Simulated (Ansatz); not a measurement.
# BClFH4NSi: two geometries relaxed

Aim: relax the geometries before and after the inversion of the pyramid at N1, and see whether they are two minima and how far apart in energy. SMILES of the start: N[SiH](F)BCl.

All numbers below are computed with Ansatz 0.2.0 (RKS PBE-D4/cc-pVDZ).

## Step 1: The starting structure

Bond lengths: N1–Si2 1.782 Å, Si2–F3 1.659 Å, Si2–B4 1.898 Å, B4–Cl5 1.833 Å, N1–H6 1.078 Å, N1–H7 1.087 Å, Si2–H8 1.444 Å, B4–H9 1.260 Å. Angles: N1–Si2–F3 108.1°, N1–Si2–B4 112.6°, N1–Si2–H8 108.7°, F3–Si2–B4 107.1°, F3–Si2–H8 108.5°, B4–Si2–H8 111.6°, Si2–N1–H6 105.3°, Si2–N1–H7 105.1°, H6–N1–H7 102.2°, Si2–B4–Cl5 122.5°, Si2–B4–H9 120.0°, Cl5–B4–H9 117.3°.

Structure file:

```xyz
9

N     0.4102   -0.8587   -1.3935
Si    0.5133   -0.4942    0.3473
F     2.0349    0.0843    0.6647
B    -0.7167    0.8468    0.8865
Cl   -0.7699    2.5049    0.1070
H    -0.6252   -1.0965   -1.5742
H     0.5158    0.1022   -1.8911
H     0.3249   -1.7187    1.0898
H    -1.5988    0.5837    1.7463
```

## Step 2: End point A

Input file input.yaml:

```yaml
crystal:
  periodic: [false, false, false]
  atoms:
    - { symbol: "N", position_ang: [0.4102, -0.8587, -1.3935] }
    - { symbol: Si, position_ang: [0.5133, -0.4942, 0.3473] }
    - { symbol: F, position_ang: [2.0349, 0.0843, 0.6647] }
    - { symbol: B, position_ang: [-0.7167, 0.8468, 0.8865] }
    - { symbol: Cl, position_ang: [-0.7699, 2.5049, 0.107] }
    - { symbol: H, position_ang: [-0.6252, -1.0965, -1.5742] }
    - { symbol: H, position_ang: [0.5158, 0.1022, -1.8911] }
    - { symbol: H, position_ang: [0.3249, -1.7187, 1.0898] }
    - { symbol: H, position_ang: [-1.5988, 0.5837, 1.7463] }
basis:
  gaussian: { orbitals: cc-pVDZ }
hamiltonian:
  xc: pbe
  dispersion: d4
relax:
  f_tol: 0.015
  max_steps: 40
```

Started as:

```
$ ansatz run input.yaml --threads 2 --pin off --max-ram 3072MiB --backend cpu --events-out ev --progress --plain --runs-dir out
```

Log, shortened:

```text
Warning: RAYON_NUM_THREADS=2 ignored (pool sized by the plan → 2); use --threads N
[...]
Functional definition: PBE
[...]
1222 factors; their error is unknown
[...]
mean field -25336.02435390 eV, -931.0817216317 hartree, gradient 3.2e-5 eV, S^2 0.000000; 0 other end points of the search recorded, 0 dependent functions left out
[...]
reference -25336.02438982 eV, -931.0817229517 hartree; 28, 28 occupied and 70, 70 virtual orbitals, 1222 factors
relax step   1: F+E_penalty+E_count = -25336.22758009 eV  Δ(F+E_penalty+E_count) = +0.000e0 eV  max|allowed force component| = 2.127e0 eV/Å  Δτ_max = 0.0000 Å  (29 SCF iters, accepted)
[...]
relax step   4: F+E_penalty+E_count = -25336.66616259 eV  Δ(F+E_penalty+E_count) = -2.147e-2 eV  max|allowed force component| = 6.173e-1 eV/Å  Δτ_max = 0.1791 Å  (29 SCF iters, accepted)
[...]
relax step   7: F+E_penalty+E_count = -25336.70311779 eV  Δ(F+E_penalty+E_count) = +1.854e-2 eV  max|allowed force component| = 7.518e-1 eV/Å  Δτ_max = 0.2000 Å  (28 SCF iters, rejected (line search))
[...]
relax step  10: F+E_penalty+E_count = -25336.76002303 eV  Δ(F+E_penalty+E_count) = -1.795e-2 eV  max|allowed force component| = 6.459e-1 eV/Å  Δτ_max = 0.1500 Å  (29 SCF iters, accepted)
[...]
relax step  13: F+E_penalty+E_count = -25336.76073135 eV  Δ(F+E_penalty+E_count) = +2.201e-2 eV  max|allowed force component| = 6.856e-1 eV/Å  Δτ_max = 0.1592 Å  (29 SCF iters, rejected (line search))
[...]
relax step  14: F+E_penalty+E_count = -25336.78819984 eV  Δ(F+E_penalty+E_count) = -5.456e-3 eV  max|allowed force component| = 1.299e-1 eV/Å  Δτ_max = 0.0784 Å  (29 SCF iters, accepted)
[...]
relax step  15: F+E_penalty+E_count = -25336.79095705 eV  Δ(F+E_penalty+E_count) = -2.757e-3 eV  max|allowed force component| = 6.738e-2 eV/Å  Δτ_max = 0.0700 Å  (29 SCF iters, accepted)
[...]
1222 factors; their error is unknown
mean field -25336.58893196 eV, -931.1024694928 hartree, gradient 2.0e-5 eV, S^2 0.000000; 0 other end points of the search recorded, 0 dependent functions left out
[...]
```

## Step 3: The log goes on: end point A relaxed

The log, continued, shortened:

```text
reference -25336.58896852 eV, -931.1024708363 hartree; 28, 28 occupied and 70, 70 virtual orbitals, 1222 factors
relax step  16: F+E_penalty+E_count = -25336.79331636 eV  Δ(F+E_penalty+E_count) = -2.359e-3 eV  max|allowed force component| = 8.560e-2 eV/Å  Δτ_max = 0.1353 Å  (29 SCF iters, accepted)
[...]
relax step  19: F+E_penalty+E_count = -25336.79642523 eV  Δ(F+E_penalty+E_count) = -6.264e-4 eV  max|allowed force component| = 1.306e-1 eV/Å  Δτ_max = 0.0583 Å  (29 SCF iters, accepted)
[...]
relax step  22: F+E_penalty+E_count = -25336.79783881 eV  Δ(F+E_penalty+E_count) = -2.264e-4 eV  max|allowed force component| = 2.001e-2 eV/Å  Δτ_max = 0.0352 Å  (28 SCF iters, accepted)
[...]
relax step  25: F+E_penalty+E_count = -25336.79812663 eV  Δ(F+E_penalty+E_count) = -6.523e-5 eV  max|allowed force component| = 2.561e-2 eV/Å  Δτ_max = 0.0160 Å  (29 SCF iters, accepted)
[...]
Total energy: -25336.79820820 eV, -931.1101602527 hartree
Atom 0 at     0.087192    -0.668821    -1.367255 Å, force    -0.002827     0.001943    -0.010377 eV/Å
Atom 1 at     0.362284    -0.541165     0.343678 Å, force     0.005683     0.001643     0.004227 eV/Å
Atom 2 at     1.948283    -0.182551     0.775224 Å, force    -0.001114    -0.000394    -0.000225 eV/Å
Atom 3 at    -0.751188     1.008315     1.026434 Å, force    -0.003241    -0.004111    -0.005461 eV/Å
Atom 4 at    -1.006313     2.391734    -0.044276 Å, force     0.001158    -0.000488     0.002160 eV/Å
Atom 5 at     0.487871    -1.450547    -1.894124 Å, force     0.000562    -0.000680     0.003635 eV/Å
Atom 6 at     0.125945     0.192185    -1.922399 Å, force     0.000282    -0.000640     0.001843 eV/Å
Atom 7 at     0.088235    -1.896533     0.939533 Å, force    -0.001023     0.000391     0.000934 eV/Å
Atom 8 at    -1.253809     1.101183     2.125985 Å, force     0.000520     0.002336     0.003264 eV/Å
Dipole moment:    -0.165386    -0.086159    -0.308574 e Å
```

Run time: 51 s. Hardware: 2 threads of Arm Neoverse V2, shared host; peak memory 0.18 GiB.

The steps of the relaxation:

```
step  energy from step 1 (eV)  largest force component (eV/Å)
   1                   0.0000                          2.1269
   2                  -0.3159                          1.1064
   3                  -0.4171                          0.6032
   4                  -0.4386                          0.6173
   5                  -0.4540                          0.8119
   6                  -0.4941                          0.5130
  7x                  -0.4755                          0.7518
   8                  -0.5061                          0.2510
   9                  -0.5145                          0.5457
  10                  -0.5324                          0.6459
  11                  -0.5438                          0.5242
  12                  -0.5552                          0.3066
 13x                  -0.5332                          0.6856
  14                  -0.5606                          0.1299
  15                  -0.5634                          0.0674
  16                  -0.5657                          0.0856
  17                  -0.5670                          0.0792
  18                  -0.5682                          0.1107
  19                  -0.5688                          0.1306
  20                  -0.5696                          0.0695
  21                  -0.5700                          0.0295
  22                  -0.5703                          0.0200
  23                  -0.5704                          0.0203
  24                  -0.5705                          0.0166
  25                  -0.5705                          0.0256
 26x                  -0.5705                          0.0260
  27                  -0.5706                          0.0104
```

Step 1 is the start. 3 steps were tried and not accepted (marked x).

After: Bond lengths: N1–Si2 1.738 Å, Si2–F3 1.682 Å, Si2–B4 2.027 Å, B4–Cl5 1.768 Å, N1–H6 1.024 Å, N1–H7 1.025 Å, Si2–H8 1.506 Å, B4–H9 1.213 Å. Angles: N1–Si2–F3 114.7°, N1–Si2–B4 107.5°, N1–Si2–H8 107.1°, F3–Si2–B4 105.6°, F3–Si2–H8 105.2°, B4–Si2–H8 117.1°, Si2–N1–H6 120.0°, Si2–N1–H7 117.7°, H6–N1–H7 110.3°, Si2–B4–Cl5 118.3°, Si2–B4–H9 126.3°, Cl5–B4–H9 115.4°.

## Step 4: Relaxing end B

The second end starts from a geometry with the move made by hand.

Edit input.yaml of step 2 so:

```diff
@@ -8,4 +8,4 @@
     - { symbol: Cl, position_ang: [-0.7699, 2.5049, 0.107] }
-    - { symbol: H, position_ang: [-0.6252, -1.0965, -1.5742] }
-    - { symbol: H, position_ang: [0.5158, 0.1022, -1.8911] }
+    - { symbol: H, position_ang: [0.25889, -1.92396, -1.4533] }
+    - { symbol: H, position_ang: [1.4255, -0.74923, -1.7667] }
     - { symbol: H, position_ang: [0.3249, -1.7187, 1.0898] }
@@ -20 +20,3 @@
   max_steps: 40
+output:
+  orbitals: {}
```

Started as:

```
$ ansatz run input.yaml --threads 2 --pin off --max-ram 3072MiB --backend cpu --events-out ev --progress --plain --runs-dir out
```

Log, shortened:

```text
Warning: RAYON_NUM_THREADS=2 ignored (pool sized by the plan → 2); use --threads N
[...]
[... 1 set-up line as earlier in the session ...]
[...]
1222 factors; their error is unknown
[...]
mean field -25335.92632656 eV, -931.0781191935 hartree, gradient 6.7e-5 eV, S^2 0.000000; 0 other end points of the search recorded, 0 dependent functions left out
[...]
reference -25335.92636342 eV, -931.0781205479 hartree; 28, 28 occupied and 70, 70 virtual orbitals, 1222 factors
relax step   1: F+E_penalty+E_count = -25336.12624365 eV  Δ(F+E_penalty+E_count) = +0.000e0 eV  max|allowed force component| = 2.361e0 eV/Å  Δτ_max = 0.0000 Å  (28 SCF iters, accepted)
[...]
relax step   4: F+E_penalty+E_count = -25336.67699974 eV  Δ(F+E_penalty+E_count) = -6.516e-2 eV  max|allowed force component| = 2.859e-1 eV/Å  Δτ_max = 0.2000 Å  (29 SCF iters, accepted)
[...]
relax step   7: F+E_penalty+E_count = -25336.78676147 eV  Δ(F+E_penalty+E_count) = -3.629e-2 eV  max|allowed force component| = 2.562e-1 eV/Å  Δτ_max = 0.1884 Å  (28 SCF iters, accepted)
[...]
relax step  10: F+E_penalty+E_count = -25336.79384888 eV  Δ(F+E_penalty+E_count) = +6.917e-6 eV  max|allowed force component| = 1.698e-1 eV/Å  Δτ_max = 0.0547 Å  (29 SCF iters, rejected (line search))
[...]
relax step  12: F+E_penalty+E_count = -25336.79544034 eV  Δ(F+E_penalty+E_count) = -2.136e-4 eV  max|allowed force component| = 1.423e-1 eV/Å  Δτ_max = 0.0836 Å  (29 SCF iters, accepted)
[...]
relax step  13: F+E_penalty+E_count = -25336.79635112 eV  Δ(F+E_penalty+E_count) = -9.108e-4 eV  max|allowed force component| = 5.580e-2 eV/Å  Δτ_max = 0.0188 Å  (29 SCF iters, accepted)
[...]
1222 factors; their error is unknown
```

## Step 5: The log goes on: end point B relaxed

The log, continued:

```text
mean field -25336.59245716 eV, -931.1025990416 hartree, gradient 1.9e-5 eV, S^2 0.000000; 0 other end points of the search recorded, 0 dependent functions left out
the calculation of the forces begins
reference -25336.59249393 eV, -931.1026003926 hartree; 28, 28 occupied and 70, 70 virtual orbitals, 1222 factors
relax step  14: F+E_penalty+E_count = -25336.79678817 eV  Δ(F+E_penalty+E_count) = -4.371e-4 eV  max|allowed force component| = 3.289e-2 eV/Å  Δτ_max = 0.0262 Å  (29 SCF iters, accepted)
these checks for a lower state are left out or cut short: starts, cluster_reference, orbital_swaps, neighbouring_geometries, increment
1222 factors; their error is unknown
mean field -25336.59300323 eV, -931.1026191091 hartree, gradient 2.2e-5 eV, S^2 0.000000; 0 other end points of the search recorded, 0 dependent functions left out
the calculation of the forces begins
reference -25336.59304008 eV, -931.1026204635 hartree; 28, 28 occupied and 70, 70 virtual orbitals, 1222 factors
relax step  15: F+E_penalty+E_count = -25336.79729386 eV  Δ(F+E_penalty+E_count) = -5.057e-4 eV  max|allowed force component| = 6.217e-2 eV/Å  Δτ_max = 0.0631 Å  (28 SCF iters, accepted)
these checks for a lower state are left out or cut short: starts, cluster_reference, orbital_swaps, neighbouring_geometries, increment
1222 factors; their error is unknown
mean field -25336.59318540 eV, -931.1026258036 hartree, gradient 1.8e-5 eV, S^2 0.000000; 0 other end points of the search recorded, 0 dependent functions left out
the calculation of the forces begins
reference -25336.59322228 eV, -931.1026271592 hartree; 28, 28 occupied and 70, 70 virtual orbitals, 1222 factors
relax step  16: F+E_penalty+E_count = -25336.79752578 eV  Δ(F+E_penalty+E_count) = -2.319e-4 eV  max|allowed force component| = 7.912e-2 eV/Å  Δτ_max = 0.0353 Å  (29 SCF iters, accepted)
these checks for a lower state are left out or cut short: starts, cluster_reference, orbital_swaps, neighbouring_geometries, increment
1222 factors; their error is unknown
mean field evaluation 128: about -25336.5932 eV, gradient 6.1e-4 eV
mean field -25336.59319085 eV, -931.1026260041 hartree, gradient 2.4e-5 eV, S^2 0.000000; 0 other end points of the search recorded, 0 dependent functions left out
the calculation of the forces begins
reference -25336.59322775 eV, -931.1026273601 hartree; 28, 28 occupied and 70, 70 virtual orbitals, 1222 factors
relax step  17: F+E_penalty+E_count = -25336.79738944 eV  Δ(F+E_penalty+E_count) = +1.363e-4 eV  max|allowed force component| = 1.302e-1 eV/Å  Δτ_max = 0.0679 Å  (28 SCF iters, rejected (line search))
these checks for a lower state are left out or cut short: starts, cluster_reference, orbital_swaps, neighbouring_geometries, increment
1222 factors; their error is unknown
mean field -25336.59371211 eV, -931.1026451599 hartree, gradient 1.8e-5 eV, S^2 0.000000; 0 other end points of the search recorded, 0 dependent functions left out
the calculation of the forces begins
reference -25336.59374901 eV, -931.1026465159 hartree; 28, 28 occupied and 70, 70 virtual orbitals, 1222 factors
relax step  18: F+E_penalty+E_count = -25336.79792140 eV  Δ(F+E_penalty+E_count) = -3.956e-4 eV  max|allowed force component| = 2.582e-2 eV/Å  Δτ_max = 0.0329 Å  (29 SCF iters, accepted)
these checks for a lower state are left out or cut short: starts, cluster_reference, orbital_swaps, neighbouring_geometries, increment
1222 factors; their error is unknown
mean field -25336.59396083 eV, -931.1026543002 hartree, gradient 2.2e-5 eV, S^2 0.000000; 0 other end points of the search recorded, 0 dependent functions left out
the calculation of the forces begins
reference -25336.59399776 eV, -931.1026556576 hartree; 28, 28 occupied and 70, 70 virtual orbitals, 1222 factors
relax step  19: F+E_penalty+E_count = -25336.79810870 eV  Δ(F+E_penalty+E_count) = -1.873e-4 eV  max|allowed force component| = 2.360e-2 eV/Å  Δτ_max = 0.0567 Å  (28 SCF iters, accepted)
these checks for a lower state are left out or cut short: starts, cluster_reference, orbital_swaps, neighbouring_geometries, increment
1222 factors; their error is unknown
mean field -25336.59397180 eV, -931.1026547033 hartree, gradient 1.1e-5 eV, S^2 0.000000; 0 other end points of the search recorded, 0 dependent functions left out
the calculation of the forces begins
reference -25336.59400874 eV, -931.1026560609 hartree; 28, 28 occupied and 70, 70 virtual orbitals, 1222 factors
relax step  20: F+E_penalty+E_count = -25336.79815086 eV  Δ(F+E_penalty+E_count) = -4.216e-5 eV  max|allowed force component| = 1.561e-2 eV/Å  Δτ_max = 0.0060 Å  (23 SCF iters, accepted)
these checks for a lower state are left out or cut short: starts, cluster_reference, orbital_swaps, neighbouring_geometries, increment
1222 factors; their error is unknown
mean field -25336.59396691 eV, -931.1026545237 hartree, gradient 2.3e-5 eV, S^2 0.000000; 0 other end points of the search recorded, 0 dependent functions left out
the calculation of the forces begins
reference -25336.59400386 eV, -931.1026558816 hartree; 28, 28 occupied and 70, 70 virtual orbitals, 1222 factors
relax step  21: F+E_penalty+E_count = -25336.79817608 eV  Δ(F+E_penalty+E_count) = -2.522e-5 eV  max|allowed force component| = 6.840e-3 eV/Å  Δτ_max = 0.0086 Å  (23 SCF iters, accepted)
1222 factors; their error is unknown
mean field evaluation 160: about -25279.3599 eV, gradient 1.3e2 eV
mean field -25336.59396691 eV, -931.1026545237 hartree, gradient 2.3e-5 eV, S^2 0.000000; 1 other end points of the search recorded, 0 dependent functions left out
the calculation of the forces begins
reference -25336.59400386 eV, -931.1026558816 hartree; 28, 28 occupied and 70, 70 virtual orbitals, 1222 factors
Total energy: -25336.79821303 eV, -931.1101604301 hartree
Atom 0 at     0.479564    -0.972502    -1.251472 Å, force     0.002455    -0.003396    -0.006840 eV/Å
Atom 1 at     0.525335    -0.681382     0.461252 Å, force     0.004876     0.004049     0.001337 eV/Å
Atom 2 at     2.032231    -0.227818     1.056487 Å, force    -0.004829    -0.002660    -0.001140 eV/Å
Atom 3 at    -0.704557     0.882019     0.848453 Å, force     0.000449    -0.002834     0.001935 eV/Å
Atom 4 at    -0.849120     2.155389    -0.369011 Å, force    -0.000096     0.001506    -0.002020 eV/Å
Atom 5 at     0.964767    -1.784426    -1.644921 Å, force    -0.001487     0.001513     0.002828 eV/Å
Atom 6 at     0.573812    -0.164737    -1.875718 Å, force    -0.001446     0.000892     0.003149 eV/Å
Atom 7 at     0.208157    -1.986839     1.141319 Å, force     0.000182     0.000945     0.000443 eV/Å
Atom 8 at    -1.347898     1.055207     1.861711 Å, force    -0.000103    -0.000015     0.000308 eV/Å
Dipole moment:    -0.120611    -0.119918    -0.317370 e Å
```

Run time: 40 s. Hardware: 2 threads of Arm Neoverse V2, shared host; peak memory 0.18 GiB.

The steps of the relaxation:

```
step  energy from step 1 (eV)  largest force component (eV/Å)
   1                   0.0000                          2.3606
   2                  -0.3435                          1.3061
   3                  -0.4856                          0.5488
   4                  -0.5508                          0.2859
   5                  -0.5906                          0.3597
   6                  -0.6242                          0.6670
   7                  -0.6605                          0.2562
   8                  -0.6665                          0.0934
   9                  -0.6676                          0.0887
 10x                  -0.6676                          0.1698
  11                  -0.6690                          0.0537
  12                  -0.6692                          0.1423
  13                  -0.6701                          0.0558
  14                  -0.6705                          0.0329
  15                  -0.6711                          0.0622
  16                  -0.6713                          0.0791
 17x                  -0.6711                          0.1302
  18                  -0.6717                          0.0258
  19                  -0.6719                          0.0236
  20                  -0.6719                          0.0156
  21                  -0.6719                          0.0068
```

Step 1 is the start. 2 steps were tried and not accepted (marked x).

After: Bond lengths: N1–Si2 1.738 Å, Si2–F3 1.682 Å, Si2–B4 2.027 Å, B4–Cl5 1.768 Å, N1–H6 1.024 Å, N1–H7 1.025 Å, Si2–H8 1.506 Å, B4–H9 1.213 Å. Angles: N1–Si2–F3 114.7°, N1–Si2–B4 107.6°, N1–Si2–H8 107.1°, F3–Si2–B4 105.5°, F3–Si2–H8 105.2°, B4–Si2–H8 117.0°, Si2–N1–H6 119.9°, Si2–N1–H7 117.8°, H6–N1–H7 110.3°, Si2–B4–Cl5 118.3°, Si2–B4–H9 126.3°, Cl5–B4–H9 115.4°.

## Step 6: Results

```
                           quantity                     value
                              end A  23 moves, 0.571 eV lower
                              end B  18 moves, 0.672 eV lower
largest difference between the ends                    0.00 Å
            end B relative to end A                 -0.000 eV
```

What this shows: The two relaxations end at one structure, within 0.00 Å: no second minimum was found from this start, which doesn't rule one out.
